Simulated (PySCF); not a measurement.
Crystal: F2GaBr, in a box.

```
CELL_PARAMETERS angstrom
12.00000 0.00000 0.00000
0.00000 11.00000 0.00000
0.00000 0.00000 13.00000
ATOMIC_POSITIONS crystal
F 0.40225 0.43984 0.62269
Ga 0.47292 0.47501 0.51051
F 0.60936 0.42469 0.50338
Br 0.39280 0.57913 0.38254
```

Base run:

* Program: PySCF 2.14.0
* Functional: WC
* Potentials or basis: 6-31g* (all-electron)
* k mesh: 1 × 1 × 1
* Occupations: fixed
* Spin: no spin polarisation

Its results: gap between the frontier levels 4.75 eV.

Problem. After a change of settings the same cell gave: gap between the frontier levels 7.55 eV. Which change was it?
A. functional from WC to r2SCAN0; dispersion from none to D3(BJ)
B. functional from WC to LDA
C. functional from WC to BLYP; dispersion from none to D3

Solution. A.

Caveats: this is a molecule in a periodic box at the Γ point, so its band gap is the HOMO-LUMO gap; relativity is left out, which matters for the heavier elements; the basis of atomic orbitals isn't converged, which shifts pressures, moduli and gaps.

Not every run made on this cell is shown here.
